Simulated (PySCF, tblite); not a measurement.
**C₃H₁₁BOSi₂: geometry, infrared bands and NMR shifts**

What infrared bands and NMR shifts should C₃H₁₁BOSi₂ (`[SiH3][SiH2]BC1COC1`) show?

Computed with tblite 0.8.0 and PySCF 2.14.0, with density-fitted response routines of our own, on a single molecule in the gas phase. Atoms are numbered from 0 throughout.

## 1. The starting structure

18 atoms, charge 0, multiplicity 1; geometry from: force field or distance geometry start.

Bonds of the start (Å): Si0–Si1 2.25, Si1–B2 1.94, B2–C3 1.58, C3–C4 1.53, C4–O5 1.42, O5–C6 1.41, C6–C3 1.50, Si0–H7 1.49, Si0–H8 1.47, Si0–H9 1.44, Si1–H10 1.46, Si1–H11 1.49, B2–H12 1.19, C3–H13 1.10, C4–H14 1.12, C4–H15 1.10, C6–H16 1.09, C6–H17 1.10.

## 2. Geometry optimisation with GFN2-xTB

The job: settings as JSON, then the geometry in Å.

```
{"job": {"kind": "relax", "xc": "GFN2-xTB", "basis": "xTB"}, "charge": 0, "multiplicity": 1}
Si     2.982800     0.774300    -0.513700
Si     1.671900    -1.053300    -0.532100
B      0.058600    -0.521400     0.412900
C     -1.370400    -0.627700    -0.250200
C     -2.464900     0.209100     0.410400
O     -3.032100     0.255000    -0.886500
C     -1.698500     0.353000    -1.342300
H      2.984600     1.268000     0.888800
H      2.466500     1.792500    -1.433900
H      4.330800     0.349400    -0.811200
H      1.270200    -1.438500    -1.880100
H      2.349700    -2.161900     0.193700
H      0.210900     0.165900     1.373000
H     -1.682100    -1.644200    -0.533000
H     -2.164800     1.256700     0.658200
H     -3.048400    -0.333400     1.169800
H     -1.538400     0.001000    -2.364200
H     -1.335300     1.361700    -1.100800
```

Command:

```sh
$ OMP_NUM_THREADS=1 python probes_run.py task.json out
```

This one command runs all jobs of the session in turn.

What it wrote:

```text
step      E/eV     max force
  0    -562.54687    3.461
  1    -562.82806    1.221
  2    -562.97061    1.011
  3    -563.08840    0.868
  4    -563.16525    0.630
  5    -563.24788    0.769
  6    -563.31551    0.720
  7    -563.37618    0.647
  8    -563.42134    0.589
  9    -563.46173    0.568
 10    -563.49622    0.530
 11    -563.52449    0.400
 12    -563.54984    0.347
 13    -563.56989    0.307
 14    -563.58310    0.285
 15    -563.59392    0.296
 16    -563.60550    0.255
 17    -563.61623    0.243
 18    -563.62534    0.228
 19    -563.63299    0.183
 20    -563.63896    0.234
 21    -563.64474    0.227
 22    -563.65052    0.207
 23    -563.65586    0.163
 24    -563.66117    0.194
 25    -563.66648    0.246
 26    -563.67087    0.175
 27    -563.67596    0.138
 28    -563.68267    0.179
 29    -563.68660    0.160
 30    -563.69089    0.148
 31    -563.69402    0.147
 32    -563.69763    0.139
 33    -563.70080    0.124
 34    -563.70334    0.142
 35    -563.70586    0.108
 36    -563.70844    0.108
 37    -563.71157    0.124
 38    -563.71362    0.125
 39    -563.71506    0.102
 40    -563.71621    0.114
 41    -563.71746    0.083
 42    -563.71850    0.065
 43    -563.71921    0.053
 44    -563.71969    0.077
 45    -563.72014    0.074
 46    -563.72055    0.049
 47    -563.72085    0.034
 48    -563.72107    0.032
 49    -563.72130    0.044
 50    -563.72164    0.045
 51    -563.72215    0.043
 52    -563.72276    0.060
 53    -563.72330    0.060
 54    -563.72369    0.042
 55    -563.72399    0.040
 56    -563.72431    0.038
 57    -563.72472    0.043
 58    -563.72529    0.061
 59    -563.72604    0.064
 60    -563.72684    0.068
 61    -563.72759    0.068
 62    -563.72830    0.070
 63    -563.72912    0.075
 64    -563.73013    0.075
 65    -563.73133    0.096
 66    -563.73261    0.091
 67    -563.73384    0.089
 68    -563.73500    0.090
 69    -563.73609    0.086
 70    -563.73693    0.055
 71    -563.73742    0.042
 72    -563.73771    0.038
 73    -563.73804    0.041
 74    -563.73856    0.060
 75    -563.73922    0.063
 76    -563.73985    0.055
 77    -563.74030    0.051
 78    -563.74061    0.042
 79    -563.74090    0.041
 80    -563.74124    0.058
 81    -563.74177    0.066
 82    -563.74235    0.070
 83    -563.74295    0.058
 84    -563.74350    0.047
 85    -563.74398    0.048
 86    -563.74452    0.063
 87    -563.74530    0.079
 88    -563.74639    0.072
 89    -563.74757    0.067
 90    -563.74856    0.064
 91    -563.74947    0.074
 92    -563.75073    0.113
 93    -563.75258    0.130
 94    -563.75435    0.173
 95    -563.75508    0.155
 96    -563.75725    0.070
 97    -563.75791    0.056
 98    -563.75879    0.065
 99    -563.75943    0.058
100    -563.76031    0.049
101    -563.76087    0.047
102    -563.76139    0.049
103    -563.76192    0.051
104    -563.76255    0.057
105    -563.76316    0.058
106    -563.76362    0.042
107    -563.76388    0.032
108    -563.76401    0.028
109    -563.76409    0.026
110    -563.76417    0.018
111    -563.76424    0.017
112    -563.76428    0.012
113    -563.76431    0.013
114    -563.76435    0.014
115    -563.76439    0.015
116    -563.76443    0.016
117    -563.76447    0.013
118    -563.76450    0.012
119    -563.76452    0.010
120    -563.76454    0.012
121    -563.76458    0.013
122    -563.76462    0.014
123    -563.76467    0.015
124    -563.76471    0.013
125    -563.76475    0.015
126    -563.76480    0.018
127    -563.76486    0.019
128    -563.76492    0.015
129    -563.76496    0.018
130    -563.76500    0.017
131    -563.76503    0.016
132    -563.76507    0.013
133    -563.76512    0.016
134    -563.76517    0.022
135    -563.76526    0.028
136    -563.76538    0.032
137    -563.76552    0.026
138    -563.76565    0.023
139    -563.76576    0.026
140    -563.76586    0.026
141    -563.76599    0.030
142    -563.76615    0.034
143    -563.76630    0.041
144    -563.76645    0.034
145    -563.76659    0.035
146    -563.76676    0.031
147    -563.76683    0.031
148    -563.76692    0.023
149    -563.76698    0.014
150    -563.76703    0.018
151    -563.76708    0.018
152    -563.76714    0.021
153    -563.76721    0.023
154    -563.76727    0.020
155    -563.76735    0.019
156    -563.76745    0.021
157    -563.76757    0.029
158    -563.76767    0.033
159    -563.76783    0.029
160    -563.76800    0.027
161    -563.76818    0.038
162    -563.76839    0.052
163    -563.76856    0.061
164    -563.76691    0.149
165    -563.76896    0.031
166    -563.76918    0.029
167    -563.76958    0.129
168    -563.76991    0.033
169    -563.77023    0.030
170    -563.77080    0.047
171    -563.77132    0.033
172    -563.77161    0.069
173    -563.77192    0.043
174    -563.77205    0.048
175    -563.77235    0.034
176    -563.77253    0.030
177    -563.77270    0.024
178    -563.77281    0.033
179    -563.77293    0.045
180    -563.77308    0.045
181    -563.77324    0.047
182    -563.77334    0.026
183    -563.77342    0.028
184    -563.77350    0.025
185    -563.77363    0.026
186    -563.77376    0.031
187    -563.77389    0.030
188    -563.77399    0.032
189    -563.77405    0.020
190    -563.77411    0.017
191    -563.77418    0.018
192    -563.77425    0.024
193    -563.77436    0.025
194    -563.77449    0.041
195    -563.77465    0.030
196    -563.77482    0.030
197    -563.77502    0.024
198    -563.77517    0.031
199    -563.77532    0.029
200    -563.77540    0.029
201    -563.77547    0.016
202    -563.77551    0.012
203    -563.77555    0.011
204    -563.77558    0.013
205    -563.77561    0.011
206    -563.77563    0.010
```

Wall time 2.5 s (1 thread of Arm Neoverse N1, shared host).

Step by step: (not every step is listed)

| step | energy from step 0 (eV) | largest force (eV/Å) |
| --- | --- | --- |
| 0 | 0.0000 | 3.4612 |
| 1 | -0.2812 | 1.2207 |
| 2 | -0.4237 | 1.0110 |
| 3 | -0.5415 | 0.8678 |
| 4 | -0.6184 | 0.6305 |
| 5 | -0.7010 | 0.7686 |
| 6 | -0.7686 | 0.7204 |
| 7 | -0.8293 | 0.6467 |
| 8 | -0.8745 | 0.5887 |
| 27 | -1.1291 | 0.1375 |
| 46 | -1.1737 | 0.0485 |
| 65 | -1.1845 | 0.0957 |
| 84 | -1.1966 | 0.0474 |
| 103 | -1.2151 | 0.0507 |
| 122 | -1.2178 | 0.0136 |
| 141 | -1.2191 | 0.0298 |
| 160 | -1.2211 | 0.0270 |
| 179 | -1.2261 | 0.0451 |
| 198 | -1.2283 | 0.0312 |
| 201 | -1.2286 | 0.0161 |
| 202 | -1.2286 | 0.0124 |
| 203 | -1.2287 | 0.0115 |
| 204 | -1.2287 | 0.0133 |
| 205 | -1.2287 | 0.0112 |
| 206 | -1.2288 | 0.0098 |

Close pairs (by a distance rule), those that changed most:

| bond | before (Å) | after (Å) | change (Å) |
| --- | --- | --- | --- |
| Si0–Si1 | 2.249 | 2.335 | +0.086 |
| C3–C6 | 1.504 | 1.539 | +0.035 |
| C3–C4 | 1.528 | 1.552 | +0.024 |
| C4–H14 | 1.118 | 1.096 | -0.022 |
| Si0–H9 | 1.444 | 1.464 | +0.019 |
| O5–C6 | 1.413 | 1.431 | +0.018 |
| Si0–H7 | 1.487 | 1.469 | -0.018 |
| Si1–H10 | 1.458 | 1.476 | +0.018 |

The end geometry stands in the next job.

## 3. Infrared spectrum with GFN2-xTB

The job: settings as JSON, then the geometry in Å.

```
{"job": {"kind": "ir", "xc": "GFN2-xTB", "basis": "xTB"}, "charge": 0, "multiplicity": 1}
Si     2.282539     1.097589    -0.305739
Si     1.590616    -1.127414    -0.460825
B     -0.121622    -1.253847     0.446743
C     -1.459526    -0.701606    -0.170380
C     -1.698640     0.764755     0.279557
O     -1.626380     1.229831    -1.063043
C     -1.496203    -0.096492    -1.584561
H      2.243991     1.568315     1.085043
H      1.428063     1.999613    -1.076275
H      3.655117     1.296505    -0.774033
H      1.607489    -1.496942    -1.889877
H      2.657777    -1.981171     0.094712
H     -0.194392    -1.556690     1.580613
H     -2.328227    -1.330641     0.036165
H     -0.918351     1.210912     0.905997
H     -2.676732     0.961437     0.729644
H     -2.365794    -0.372822    -2.190186
H     -0.588483    -0.205014    -2.184732
```

What it wrote:

```text
mode    cm-1     km/mol
  1      32.2      3.79
  2      41.4      0.98
  3      64.6      0.85
  4      79.4      6.77
  5     110.8      0.93
  6     185.1      1.39
  7     263.6      1.52
  8     355.7     34.49
  9     403.1     25.34
 10     419.8     16.56
 11     431.2      1.69
 12     477.0      2.52
 13     550.4     11.63
 14     577.1    176.92
 15     661.1     12.22
 16     667.3     64.14
 17     762.0     98.51
 18     776.8    567.59
 19     816.4    121.91
 20     818.1    127.87
 21     867.0      6.22
 22     869.5    235.96
 23     894.4      2.13
 24     967.4     13.20
 25     994.9     37.59
 26    1039.5     18.69
 27    1069.9     55.27
 28    1106.2     32.34
 29    1111.8      1.52
 30    1126.5     13.42
 31    1134.4     43.26
 32    1185.8     23.08
 33    1252.3      5.22
 34    1257.2      3.21
 35    1284.1      6.23
 36    1480.7      1.17
 37    1489.5      2.67
 38    2139.2    308.68
 39    2154.8    238.78
 40    2205.8    384.93
 41    2246.7    290.14
 42    2268.5    282.55
 43    2601.5    124.29
 44    2898.0     71.40
 45    2910.2     47.37
 46    2931.4     53.25
 47    2942.1     45.19
 48    2956.7     54.42
```

Run time: 1.1 s. Hardware: 1 thread of Arm Neoverse N1, shared host.

Which atoms move in the most intense modes:

| cm⁻¹ | km/mol | atoms |
| --- | --- | --- |
| 577 | 176.9 | H11 49 %, H12 17 %, H10 17 % |
| 777 | 567.6 | H8 29 %, H7 26 %, H9 22 % |
| 870 | 236.0 | H10 47 %, H11 43 % |
| 2139 | 308.7 | H10 84 %, H11 11 % |
| 2155 | 238.8 | H11 85 %, H10 11 % |
| 2206 | 384.9 | H7 94 % |
| 2247 | 290.1 | H9 97 % |
| 2268 | 282.6 | H8 96 % |

## 4. Nuclear shieldings: PBE0/pcSseg-1

Same as in step 3 but for these lines:

```diff
@@ -1,2 +1,2 @@
-{"job": {"kind": "ir", "xc": "GFN2-xTB", "basis": "xTB"}, "charge": 0, "multiplicity": 1}
+{"job": {"kind": "nmr", "xc": "PBE0", "basis": "pcSseg-1"}, "charge": 0, "multiplicity": 1}
 Si     2.282539     1.097589    -0.305739
```

With the program's defaults for keys left out, this is: GIAO PBE0/pcSseg-1 NMR shielding, non-relativistic, gas phase.

What it wrote:

```text
coarse grid: 15504 points
cycle   1  E = -799.2439836802  dE =  5.836e-01  |g| = 5.676e-01  |ddm| = 3.685e+00
cycle   2  E = -799.1739835979  dE =  7.000e-02  |g| = 8.505e-01  |ddm| = 1.159e+00
cycle   3  E = -799.3067371901  dE = -1.328e-01  |g| = 7.350e-02  |ddm| = 7.489e-01
cycle   4  E = -799.3075900503  dE = -8.529e-04  |g| = 3.160e-02  |ddm| = 8.283e-02
cycle   5  E = -799.3078508044  dE = -2.608e-04  |g| = 7.498e-03  |ddm| = 3.835e-02
cycle   6  E = -799.3078643194  dE = -1.351e-05  |g| = 9.393e-04  |ddm| = 8.732e-03
cycle   7  E = -799.3078645859  dE = -2.665e-07  |g| = 2.533e-04  |ddm| = 1.633e-03
final grid: 138984 points
cycle   8  E = -799.3572999331  dE = -3.031e-05  |g| = 1.129e-02  |ddm| = 3.376e-02
cycle   9  E = -799.3572700288  dE =  2.990e-05  |g| = 1.710e-02  |ddm| = 1.766e-02
cycle  10  E = -799.3573244822  dE = -5.445e-05  |g| = 1.116e-03  |ddm| = 1.086e-02
cycle  11  E = -799.3573247461  dE = -2.639e-07  |g| = 2.576e-04  |ddm| = 1.235e-03
cycle  12  E = -799.3573247612  dE = -1.506e-08  |g| = 4.760e-05  |ddm| = 3.132e-04
cycle  13  E = -799.3573247617  dE = -5.223e-10  |g| = 1.877e-05  |ddm| = 7.102e-05
converged SCF energy = -799.3573247617

GIAO shielding tensors (ppm)
atom      isotropic    diamagn.    paramagn.     s11        s22        s33       span
  0 Si     467.717     880.022    -412.305    450.179    472.130    480.842     30.663
  1 Si     474.632     881.443    -406.811    445.632    484.979    493.284     47.652
  2 B       -5.826     194.161    -199.987   -118.449    -32.626    133.598    252.047
  3 C      145.425     253.052    -107.627    118.396    140.433    177.445     59.049
  4 C      116.670     248.097    -131.426     76.626     90.360    183.025    106.399
  5 O      324.751     397.371     -72.621    256.720    350.185    367.347    110.627
  6 C      106.713     247.806    -141.093     82.444     84.736    152.960     70.516
  7 H       28.209      29.384      -1.175     24.990     26.146     33.489      8.499
  8 H       27.953      29.360      -1.407     23.999     27.049     32.811      8.812
  9 H       28.076      28.586      -0.510     24.648     25.361     34.218      9.570
 10 H       27.891      29.694      -1.803     24.407     26.490     32.774      8.367
 11 H       28.074      29.227      -1.153     24.983     25.149     34.090      9.107
 12 H       22.201      30.518      -8.317     12.522     26.517     27.565     15.043
 13 H       27.750      31.050      -3.300     24.653     26.673     31.925      7.273
 14 H       27.558      31.835      -4.277     25.446     26.285     30.942      5.496
 15 H       26.566      29.504      -2.938     23.615     24.759     31.324      7.709
 16 H       26.405      29.191      -2.785     24.149     25.025     30.042      5.893
 17 H       26.481      31.116      -4.635     22.943     27.074     29.426      6.482
```

Wall time 64 s (1 thread of Arm Neoverse N1, shared host); peak memory 0.85 GiB.

Shifts follow as δ = σ(reference) − σ, with reference shieldings (ppm) from runs at the same level and on the same kind of geometry: ¹H TMS 31.72, ¹³C TMS 186.9, ²⁹Si TMS 349.2, ¹⁷O H2O 336.1, ¹¹B BF3·OEt2 100.1. The references are single molecules in the gas phase, so shifts against H2O, NH3, PH3, H3PO4 or CFCl3 are not on the usual liquid scales and can be off by tens of ppm. Atoms listed in one row are averaged.

| atoms | environment | σ (ppm) | δ (ppm) | δ scaled to CDCl3 |
| --- | --- | --- | --- | --- |
| C4, C6 | sp3 CH2 bonded to O | 111.7 | 75.2 | 71.5 |
| C3 | sp3 CH bonded to B | 145.4 | 41.5 | 38.6 |
| H12 | hydrogen on a boron bonded to C, Si | 22.20 | 9.52 | – |
| H15, H16 | hydrogen on an sp3 CH2 bonded to O | 26.49 | 5.23 | 5.04 |
| H14, H17 | hydrogen on an sp3 CH2 bonded to O | 27.02 | 4.70 | 4.53 |
| H13 | hydrogen on an sp3 CH bonded to B | 27.75 | 3.97 | 3.84 |
| H10, H11 | hydrogen on a silicon bonded to B, Si | 27.98 | 3.73 | – |
| H7, H8, H9 | hydrogen on a silicon bonded to Si | 28.08 | 3.64 | – |
| Si0 | silicon bonded to Si, 3 H | 467.7 | -118.6 | – |
| Si1 | silicon bonded to B, Si, 2 H | 474.6 | -125.5 | – |
| B2 | boron bonded to C, Si, H | -5.8 | 105.9 | – |
| O5 | ether oxygen | 324.8 | 11.3 | – |

The scaled column applies a straight-line fit of computed shieldings to shifts measured in CDCl3 (root-mean-square error 0.16 ppm for H, 1.9 ppm for C).

The run also stored atomic charges by several schemes (e):

| atoms | Mulliken | IAO | Hirshfeld | ESP fit |
| --- | --- | --- | --- | --- |
| Si0 | 0.18 | 0.30 | 0.22 | 0.25 |
| Si1 | 0.01 | 0.28 | 0.16 | 0.07 |
| B2 | 0.09 | -0.09 | 0.09 | 0.27 |
| C3 | -0.58 | -0.27 | -0.11 | -0.39 |
| C4, C6 | 0.14 | -0.03 | 0.01 | 0.24 |
| O5 | -0.51 | -0.42 | -0.17 | -0.44 |

Mayer bond orders: Si0–Si1 0.90, Si1–B2 0.94, B2–C3 0.95, C3–C4 0.99, C4–O5 0.94, O5–C6 0.92, C6–C3 1.02.

Ring of atoms C3, C4, O5, C6: NICS(0) -0.2, NICS(1) 2.0, NICS(1)zz 2.4 ppm (means of both faces).

The fields below are evaluated on a grid from the run's orbitals.

Frontier orbitals at PBE0/pcSseg-1, with the share of their density that lies nearest to each atom:

| orbital | energy (eV) | lies on |
| --- | --- | --- |
| HOMO | -7.30 | O5 56 %; 4 H atoms about 8 % each |
| LUMO | -2.30 | B2 52 %; H12 11 %; Si0, Si1 about 6 % each |

ELF in a plane through or near 4 of the atoms.

Ten even steps from ' ' (0.00) to '@' (1.00):
```
                                                        
                                                        
                                                        
                                                        
              ..::..                                    
            ..==**++::..      ::..    ::::              
        ....::**%%%%++::    ==##**==**%%%%++            
      ..--====++----==::    ++%%++..##@@@@##            
      ..==++==::....----    ..++::##++%%##--            
        ..::::::--**##++..    ::%%@@**::                
            ..--##@@%%**++----**++++**==..              
              ::++==..::@@**::%%++--@@@@@@--            
            ..**##--....@@**::**%%##@@@@@@**            
          ..##@@@@%%::..@@%%..==**++@@@@@@==            
          ==@@@@@@@@%%==##**..  ....--**==              
          ::@@@@@@@@##--::::                            
            --%%@@##::                                  
              ..::..                                    
                                                        
                                                        
```
The map spans 12.7 Å across and 9.5 Å up, centred on the molecule. Atoms in the plane (x, y in Å): C3 (1.5, -0.6), C4 (1.6, 0.9), H11 (-2.5, -2.1), H13 (2.4, -1.1).

On the surface of density 0.002 e/bohr³ the electrostatic potential runs, from the 1st to the 99th percentile, from -1.58 V near O5 to 1.34 V near B2.

## 5. Results

| quantity | value |
| --- | --- |
| strongest single infrared mode (GFN2-xTB) | 777 cm⁻¹, 568 km/mol |
| zero-point energy (GFN2-xTB) | 79.9 kcal/mol |
| ¹³C shifts against TMS (PBE0/pcSseg-1, means over atoms taken as alike) | 75.2, 41.5 ppm |
| ¹H shifts against TMS (PBE0/pcSseg-1, means over atoms taken as alike) | 9.52, 5.23, 4.70, 3.97, 3.73, 3.64 ppm |
| ²⁹Si shifts against TMS (PBE0/pcSseg-1) | -118.6, -125.5 ppm |
| ¹¹B shifts against BF3·OEt2 (PBE0/pcSseg-1) | 105.9 ppm |
| ¹⁷O shifts against H2O (PBE0/pcSseg-1) | 11.3 ppm |
| surface potential, 1st and 99th percentile | -1.58 V and 1.34 V |

Over 206 steps the energy fell by 1.229 eV; of the close pairs, Si0–Si1 changed most, 2.249 to 2.335 Å. All 48 modes are real, so the xTB geometry is a minimum. The strongest single mode, at 777 cm⁻¹, is spread over several atoms, H8, H7, H9 among them. Unscaled tight-binding wavenumbers are off by several per cent, some by more. Its intensities can rank the bands wrongly. The most deshielded carbon is C4, C6 (mean) (sp3 CH2 bonded to O), at 75.2 ppm: deshielded by the electronegative neighbour. At PBE0/pcSseg-1: The widest tensor belongs to B2: span 252 ppm, with a paramagnetic part of -200 ppm. At PBE0/pcSseg-1, counted by nearest atom on the grid, the HOMO lies on O5 56 %; 4 H atoms about 8 % each, the LUMO on B2 52 %; H12 11 %.
